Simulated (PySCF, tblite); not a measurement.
# C₅H₉FS₃Si: geometry, infrared bands and NMR shifts

Aim: predict the infrared bands and NMR shifts of C₅H₉FS₃Si (`C/C(=C/F)S[SiH]1SCCS1`).

The runs use tblite 0.8.0 and PySCF 2.14.0, with density-fitted response routines of our own; the level of theory stands in each step. All values are computed, except where a source is named. Atoms count from 0, in the outputs and in this text.

### Step 1. The starting structure

19 atoms, charge 0, multiplicity 1; geometry from: force field or distance geometry start.

Bonds of the start (Å): C0–C1 1.50, C1–C2 1.33, C2–F3 1.36, C1–S4 1.80, S4–Si5 2.12, Si5–S6 2.16, S6–C7 1.83, C7–C8 1.51, C8–S9 1.84, S9–Si5 2.17, C0–H10 1.12, C0–H11 1.10, C0–H12 1.14, C2–H13 1.09, Si5–H14 1.45, C7–H15 1.10, C7–H16 1.12, C8–H17 1.08, C8–H18 1.12.

### Step 2. Geometry optimisation with GFN2-xTB

The job: settings as JSON, then the geometry in Å.

```
{"job": {"kind": "relax", "xc": "GFN2-xTB", "basis": "xTB"}, "charge": 0, "multiplicity": 1}
C     -3.585000    -1.026500     0.717800
C     -2.372300    -0.505900     0.011800
C     -2.404100     0.572500    -0.758900
F     -1.311000     1.062000    -1.410200
S     -0.770300    -1.307800     0.193200
Si     0.750800    -0.345600    -0.920800
S      2.609200    -1.328400    -0.433600
C      3.233000    -0.088900     0.757700
C      3.121700     1.255700     0.087400
S      1.316800     1.580100    -0.106200
H     -4.257400    -1.577700     0.015300
H     -3.316300    -1.712400     1.535800
H     -4.177400    -0.186300     1.200300
H     -3.339000     1.102800    -0.907700
H      0.513200    -0.272600    -2.354400
H      4.260900    -0.321400     1.086600
H      2.521000    -0.072900     1.620900
H      3.641900     2.059800     0.596400
H      3.554300     1.122600    -0.938800
```

The run is started by

```sh
$ OMP_NUM_THREADS=1 python probes_run.py task.json out
```

The driver reads the jobs from task.json and runs them one after another.

The log of the run:

```text
step      E/eV     max force
  0    -857.82376    1.564
  1    -857.98452    0.923
  2    -858.07293    0.719
  3    -858.12417    0.560
  4    -858.15766    0.513
  5    -858.18105    0.429
  6    -858.20917    0.323
  7    -858.23069    0.331
  8    -858.24433    0.321
  9    -858.25901    0.307
 10    -858.26736    0.222
 11    -858.27370    0.222
 12    -858.27927    0.191
 13    -858.28421    0.178
 14    -858.28843    0.144
 15    -858.29196    0.186
 16    -858.29521    0.185
 17    -858.29853    0.155
 18    -858.30136    0.152
 19    -858.30331    0.099
 20    -858.30471    0.078
 21    -858.30597    0.084
 22    -858.30722    0.083
 23    -858.30833    0.075
 24    -858.30909    0.054
 25    -858.30960    0.044
 26    -858.31004    0.047
 27    -858.31057    0.070
 28    -858.31127    0.095
 29    -858.31213    0.088
 30    -858.31308    0.074
 31    -858.31414    0.073
 32    -858.31534    0.083
 33    -858.31660    0.103
 34    -858.31765    0.074
 35    -858.31850    0.076
 36    -858.31945    0.075
 37    -858.32091    0.119
 38    -858.32317    0.158
 39    -858.32601    0.140
 40    -858.32878    0.112
 41    -858.33091    0.079
 42    -858.33238    0.082
 43    -858.33377    0.077
 44    -858.33517    0.084
 45    -858.33630    0.130
 46    -858.33738    0.090
 47    -858.33865    0.076
 48    -858.34038    0.083
 49    -858.34140    0.094
 50    -858.34350    0.096
 51    -858.34478    0.095
 52    -858.34574    0.061
 53    -858.34640    0.064
 54    -858.34707    0.058
 55    -858.34784    0.098
 56    -858.34876    0.114
 57    -858.34962    0.091
 58    -858.35042    0.066
 59    -858.35124    0.091
 60    -858.35224    0.087
 61    -858.35320    0.057
 62    -858.35415    0.074
 63    -858.35497    0.069
 64    -858.35578    0.077
 65    -858.35645    0.075
 66    -858.35706    0.061
 67    -858.35758    0.062
 68    -858.35821    0.065
 69    -858.35897    0.080
 70    -858.35966    0.065
 71    -858.36015    0.059
 72    -858.36056    0.057
 73    -858.36098    0.075
 74    -858.36150    0.060
 75    -858.36203    0.067
 76    -858.36246    0.056
 77    -858.36320    0.055
 78    -858.36417    0.072
 79    -858.36514    0.073
 80    -858.36582    0.060
 81    -858.36629    0.054
 82    -858.36678    0.050
 83    -858.36734    0.047
 84    -858.36780    0.051
 85    -858.36807    0.031
 86    -858.36821    0.025
 87    -858.36835    0.024
 88    -858.36857    0.033
 89    -858.36887    0.040
 90    -858.36914    0.037
 91    -858.36931    0.023
 92    -858.36944    0.026
 93    -858.36960    0.031
 94    -858.36979    0.037
 95    -858.36999    0.040
 96    -858.37017    0.043
 97    -858.37033    0.036
 98    -858.37049    0.033
 99    -858.37065    0.030
100    -858.37080    0.023
101    -858.37092    0.025
102    -858.37104    0.032
103    -858.37120    0.037
104    -858.37142    0.032
105    -858.37169    0.036
106    -858.37198    0.042
107    -858.37226    0.040
108    -858.37257    0.043
109    -858.37290    0.035
110    -858.37321    0.038
111    -858.37349    0.032
112    -858.37369    0.033
113    -858.37386    0.033
114    -858.37399    0.026
115    -858.37414    0.023
116    -858.37429    0.020
117    -858.37444    0.021
118    -858.37453    0.021
119    -858.37461    0.018
120    -858.37470    0.019
121    -858.37479    0.019
122    -858.37486    0.019
123    -858.37491    0.018
124    -858.37497    0.019
125    -858.37505    0.020
126    -858.37517    0.025
127    -858.37536    0.032
128    -858.37561    0.035
129    -858.37589    0.042
130    -858.37615    0.028
131    -858.37635    0.027
132    -858.37649    0.026
133    -858.37661    0.026
134    -858.37674    0.025
135    -858.37689    0.026
136    -858.37703    0.031
137    -858.37720    0.030
138    -858.37739    0.032
139    -858.37759    0.027
140    -858.37775    0.025
141    -858.37786    0.021
142    -858.37793    0.019
143    -858.37798    0.016
144    -858.37803    0.013
145    -858.37806    0.010
146    -858.37809    0.012
147    -858.37811    0.012
148    -858.37813    0.014
149    -858.37815    0.011
150    -858.37818    0.010
151    -858.37820    0.014
152    -858.37824    0.022
153    -858.37831    0.032
154    -858.37843    0.039
155    -858.37865    0.056
156    -858.37901    0.071
157    -858.37946    0.062
158    -858.37988    0.045
159    -858.38026    0.039
160    -858.38056    0.046
161    -858.38087    0.052
162    -858.38110    0.033
163    -858.38120    0.040
164    -858.38131    0.036
165    -858.38141    0.022
166    -858.38148    0.018
167    -858.38156    0.013
168    -858.38159    0.012
169    -858.38161    0.012
170    -858.38164    0.013
171    -858.38167    0.011
172    -858.38169    0.011
173    -858.38170    0.008
```

It took 1.9 s on 1 thread of Arm Neoverse V2, shared host; peak memory 0.18 GiB.

The steps of the relaxation: (not every step is listed)

| step | energy from step 0 (eV) | largest force (eV/Å) |
| --- | --- | --- |
| 0 | 0.0000 | 1.5644 |
| 1 | -0.1608 | 0.9234 |
| 2 | -0.2492 | 0.7189 |
| 3 | -0.3004 | 0.5597 |
| 4 | -0.3339 | 0.5128 |
| 5 | -0.3573 | 0.4294 |
| 6 | -0.3854 | 0.3228 |
| 7 | -0.4069 | 0.3312 |
| 8 | -0.4206 | 0.3211 |
| 24 | -0.4853 | 0.0543 |
| 40 | -0.5050 | 0.1124 |
| 56 | -0.5250 | 0.1136 |
| 72 | -0.5368 | 0.0574 |
| 88 | -0.5448 | 0.0329 |
| 104 | -0.5477 | 0.0320 |
| 120 | -0.5509 | 0.0185 |
| 136 | -0.5533 | 0.0308 |
| 152 | -0.5545 | 0.0216 |
| 168 | -0.5578 | 0.0124 |
| 169 | -0.5579 | 0.0117 |
| 170 | -0.5579 | 0.0129 |
| 171 | -0.5579 | 0.0114 |
| 172 | -0.5579 | 0.0112 |
| 173 | -0.5579 | 0.0081 |

Distances of close pairs at the start and the end, largest changes first:

| bond | before (Å) | after (Å) | change (Å) |
| --- | --- | --- | --- |
| C0–H12 | 1.136 | 1.086 | -0.049 |
| S4–Si5 | 2.117 | 2.149 | +0.032 |
| C8–H18 | 1.122 | 1.090 | -0.032 |
| C0–H10 | 1.118 | 1.088 | -0.029 |
| C7–H16 | 1.119 | 1.090 | -0.029 |
| C1–S4 | 1.801 | 1.777 | -0.024 |
| Si5–S9 | 2.166 | 2.142 | -0.024 |
| C8–S9 | 1.844 | 1.823 | -0.021 |

The next job starts from the end point, and lists it.

### Step 3. Infrared spectrum with GFN2-xTB

The job: settings as JSON, then the geometry in Å.

```
{"job": {"kind": "ir", "xc": "GFN2-xTB", "basis": "xTB"}, "charge": 0, "multiplicity": 1}
C     -3.183506    -0.784815     0.901960
C     -2.242818    -0.475820    -0.214185
C     -2.406238     0.573163    -1.004251
F     -1.580728     0.864236    -2.031842
S     -0.933437    -1.662371    -0.398095
Si     0.730166    -0.454835    -1.023738
S      2.583422    -1.429876    -0.544795
C      3.101386    -0.213504     0.716259
C      2.710763     1.190117     0.320339
S      0.902110     1.335303     0.140487
H     -3.572802    -1.794635     0.786364
H     -2.651889    -0.741732     1.851021
H     -4.008868    -0.078730     0.921150
H     -3.199536     1.297610    -0.904614
H      0.747613    -0.194217    -2.449819
H      4.184130    -0.302926     0.797138
H      2.643270    -0.496487     1.664092
H      2.998959     1.903512     1.092030
H      3.168201     1.475255    -0.626963
```

The log of the run:

```text
mode    cm-1     km/mol
  1      26.7      3.26
  2      49.3      4.90
  3      50.2      0.09
  4      78.5      1.08
  5     129.5      0.62
  6     134.4      6.21
  7     162.2     13.47
  8     201.7      7.42
  9     225.7      0.90
 10     266.4     14.66
 11     274.9      0.54
 12     303.5      4.87
 13     410.0      3.09
 14     415.4      6.23
 15     449.2     20.05
 16     542.6     21.84
 17     545.5     75.93
 18     568.8     25.49
 19     593.6    257.85
 20     633.9     25.52
 21     665.4      6.47
 22     690.7     24.68
 23     713.3    165.46
 24     736.3      6.46
 25     853.0      3.57
 26     937.7      1.13
 27     978.7     10.94
 28    1030.9      6.07
 29    1038.0      0.62
 30    1085.0      2.34
 31    1093.0     73.55
 32    1135.9     51.42
 33    1139.6      0.09
 34    1233.8      6.79
 35    1238.4     31.41
 36    1258.4     13.64
 37    1395.3     19.88
 38    1435.2      7.40
 39    1445.5      0.95
 40    1453.5     10.72
 41    1466.7      5.09
 42    1703.9     22.81
 43    2358.9    140.70
 44    2980.6      0.35
 45    2992.1     16.13
 46    2998.7      2.89
 47    3002.5      5.80
 48    3017.0      6.46
 49    3031.5      4.76
 50    3048.4     18.50
 51    3087.0     10.49
```

Run time: 1.1 s. Hardware: 1 thread of Arm Neoverse V2, shared host; peak memory 0.18 GiB.

The strongest bands and the atoms that carry them (share of the mass-weighted mode):

| cm⁻¹ | km/mol | atoms |
| --- | --- | --- |
| 546 | 75.9 | Si5 40 %, S6 21 %, F3 10 % |
| 594 | 257.9 | H14 67 %, Si5 22 % |
| 634 | 25.5 | S4 36 %, C1 23 %, C2 16 %, C0 10 % |
| 713 | 165.5 | H14 83 % |
| 1093 | 73.5 | C2 30 %, F3 20 %, H12 14 %, H13 11 % |
| 1136 | 51.4 | C1 49 %, C0 21 %, C2 12 % |
| 1238 | 31.4 | H13 79 % |
| 2359 | 140.7 | H14 97 % |

### Step 4. Shielding tensors: PBE0/pcSseg-1

Settings changed since step 3:

```diff
@@ -1,2 +1,2 @@
-{"job": {"kind": "ir", "xc": "GFN2-xTB", "basis": "xTB"}, "charge": 0, "multiplicity": 1}
+{"job": {"kind": "nmr", "xc": "PBE0", "basis": "pcSseg-1"}, "charge": 0, "multiplicity": 1}
 C     -3.183506    -0.784815     0.901960
```

Level: GIAO PBE0/pcSseg-1 NMR shielding, non-relativistic, gas phase.

The log of the run:

```text
coarse grid: 18592 points
cycle   1  E = -1778.8309081686  dE =  1.345e+00  |g| = 4.933e-01  |ddm| = 4.272e+00
cycle   2  E = -1778.8150551876  dE =  1.585e-02  |g| = 6.027e-01  |ddm| = 1.084e+00
cycle   3  E = -1778.8844919766  dE = -6.944e-02  |g| = 8.146e-02  |ddm| = 6.103e-01
cycle   4  E = -1778.8857145271  dE = -1.223e-03  |g| = 3.099e-02  |ddm| = 1.018e-01
cycle   5  E = -1778.8859104297  dE = -1.959e-04  |g| = 1.093e-02  |ddm| = 3.707e-02
cycle   6  E = -1778.8859363666  dE = -2.594e-05  |g| = 4.271e-03  |ddm| = 1.402e-02
cycle   7  E = -1778.8859402332  dE = -3.867e-06  |g| = 1.077e-03  |ddm| = 4.696e-03
final grid: 163160 points
cycle   8  E = -1778.9584508386  dE = -3.743e-05  |g| = 1.104e-02  |ddm| = 3.406e-02
cycle   9  E = -1778.9584245508  dE =  2.629e-05  |g| = 1.525e-02  |ddm| = 2.468e-02
cycle  10  E = -1778.9584790598  dE = -5.451e-05  |g| = 1.718e-03  |ddm| = 1.561e-02
cycle  11  E = -1778.9584796709  dE = -6.111e-07  |g| = 3.601e-04  |ddm| = 1.998e-03
cycle  12  E = -1778.9584796980  dE = -2.710e-08  |g| = 1.570e-04  |ddm| = 5.707e-04
cycle  13  E = -1778.9584797044  dE = -6.434e-09  |g| = 3.577e-05  |ddm| = 1.867e-04
cycle  14  E = -1778.9584797047  dE = -3.201e-10  |g| = 8.943e-06  |ddm| = 5.042e-05
converged SCF energy = -1778.9584797047

GIAO shielding tensors (ppm)
atom      isotropic    diamagn.    paramagn.     s11        s22        s33       span
  0 C      165.206     243.685     -78.478    149.911    155.546    190.162     40.251
  1 C       64.219     265.466    -201.246    -24.968     78.320    139.306    164.274
  2 C       32.863     245.984    -213.121    -57.137     72.464     83.261    140.398
  3 F      288.522     477.280    -188.758    222.178    277.720    365.668    143.490
  4 S      546.593    1059.989    -513.396    424.613    542.740    672.427    247.814
  5 Si     309.529     877.631    -568.102    263.187    318.452    346.946     83.759
  6 S      597.056    1057.433    -460.377    476.746    574.722    739.698    262.952
  7 C      145.511     251.134    -105.623    114.341    154.544    167.646     53.305
  8 C      145.408     253.351    -107.943    112.680    153.927    169.617     56.937
  9 S      584.535    1060.325    -475.790    485.096    517.219    751.290    266.194
 10 H       29.778      26.825       2.953     24.971     27.856     36.506     11.534
 11 H       29.700      29.312       0.387     24.738     29.170     35.191     10.454
 12 H       29.982      27.814       2.168     25.230     27.609     37.108     11.878
 13 H       24.684      30.147      -5.463     21.404     25.280     27.370      5.966
 14 H       25.208      28.481      -3.273     20.277     24.055     31.291     11.014
 15 H       28.671      28.224       0.447     21.752     26.539     37.720     15.968
 16 H       28.874      30.904      -2.030     23.879     26.325     36.419     12.540
 17 H       28.680      30.366      -1.687     21.578     26.605     37.856     16.277
 18 H       29.025      30.397      -1.373     22.976     26.724     37.374     14.398
```

Wall time 60 s (1 thread of Arm Neoverse V2, shared host); peak memory 1.2 GiB.

Shifts follow as δ = σ(reference) − σ, with reference shieldings (ppm) from runs at the same level and on the same kind of geometry: ¹H TMS 31.72, ¹³C TMS 186.9, ²⁹Si TMS 349.2, ¹⁹F CFCl3 170.9, ³³S CS2 504. The references are single molecules in the gas phase, so shifts against H2O, NH3, PH3, H3PO4 or CFCl3 are not on the usual liquid scales and can be off by tens of ppm. Atoms listed in one row are averaged.

| atoms | environment | σ (ppm) | δ (ppm) | δ scaled to CDCl3 |
| --- | --- | --- | --- | --- |
| C2 | alkene CH | 32.9 | 154.1 | 148.4 |
| C1 | fully substituted alkene carbon | 64.2 | 122.7 | 113.4 |
| C7, C8 | sp3 CH2 bonded to S | 145.5 | 41.5 | 34.1 |
| C0 | allylic methyl carbon | 165.2 | 21.7 | 19.3 |
| H13 | hydrogen on an alkene CH | 24.68 | 7.03 | 6.74 |
| H14 | hydrogen on a silicon bonded to 3 S, in a 5-membered ring | 25.21 | 6.51 | – |
| H16, H17 | hydrogen on an sp3 CH2 bonded to S | 28.78 | 2.94 | 2.88 |
| H15, H18 | hydrogen on an sp3 CH2 bonded to S | 28.85 | 2.87 | 2.81 |
| H10, H11, H12 | hydrogen on an allylic methyl carbon | 29.82 | 1.90 | 1.89 |
| F3 | vinylic fluorine | 288.5 | -117.6 | – |
| S4 | sulfur bonded to C, Si | 547 | -43 | – |
| S6, S9 | sulfur bonded to C, Si, in a 5-membered ring | 591 | -87 | – |
| Si5 | silicon bonded to 3 S, H, in a 5-membered ring | 309.5 | 39.6 | – |

The scaled column applies a straight-line fit of computed shieldings to shifts measured in CDCl3, with any fitted terms for Cl, Br or S neighbours, and one for carbons that bear F (root-mean-square error 0.16 ppm for H, 1.9 ppm for C).

Charges from the same density, by scheme (e):

| atoms | Mulliken | IAO | Hirshfeld | ESP fit |
| --- | --- | --- | --- | --- |
| C0 | -0.14 | -0.42 | -0.12 | -0.58 |
| C1 | -0.54 | -0.13 | -0.03 | 0.05 |
| C2 | 0.36 | 0.10 | 0.02 | 0.00 |
| F3 | -0.28 | -0.26 | -0.06 | -0.16 |
| S4 | -0.12 | -0.12 | -0.07 | -0.20 |
| Si5 | 0.65 | 0.67 | 0.25 | 0.51 |
| S6, S9 | -0.24 | -0.18 | -0.09 | -0.24 |
| C7, C8 | -0.32 | -0.33 | -0.07 | -0.27 |

Mayer bond orders: C0–C1 1.04, C1–C2 1.76, C2–F3 0.91, C1–S4 1.08, S4–Si5 0.94, Si5–S6 0.96, S6–C7 1.00, C7–C8 1.01, C8–S9 1.00, S9–Si5 0.98.

Ring of atoms Si5, S6, C7, C8, S9: NICS(0) -9.1, NICS(1) -5.2, NICS(1)zz -3.0 ppm (means of both faces).

### Step 5. Summary of results

| quantity | value |
| --- | --- |
| strongest single infrared mode (GFN2-xTB) | 594 cm⁻¹, 258 km/mol |
| zero-point energy (GFN2-xTB) | 81.9 kcal/mol |
| ¹³C shifts against TMS (PBE0/pcSseg-1, means over atoms taken as alike) | 154.1, 122.7, 41.5, 21.7 ppm |
| ¹H shifts against TMS (PBE0/pcSseg-1, means over atoms taken as alike) | 7.03, 6.51, 2.94, 2.87, 1.90 ppm |
| ¹⁹F shifts against CFCl3 (PBE0/pcSseg-1) | -117.6 ppm |
| ³³S shifts against CS2 (PBE0/pcSseg-1, means over atoms taken as alike) | -43, -87 ppm |
| ²⁹Si shifts against TMS (PBE0/pcSseg-1) | 39.6 ppm |

What this shows: Relaxing lowered the energy by 0.558 eV in 173 steps; the close pair that moved most is C0–H12, from 1.136 to 1.086 Å. All 51 modes are real, so the xTB geometry is a minimum. The strongest single mode, at 594 cm⁻¹, moves mainly H14. GFN2-xTB is a fitted tight-binding method: band positions and strengths are rough. Its intensities can rank the bands wrongly. H13 (hydrogen on an alkene CH) lies farthest downfield among hydrogen, at 7.03 ppm; olefinic region. At PBE0/pcSseg-1: The widest tensor belongs to S6, S9: span 265 ppm, with a paramagnetic part of -468 ppm.
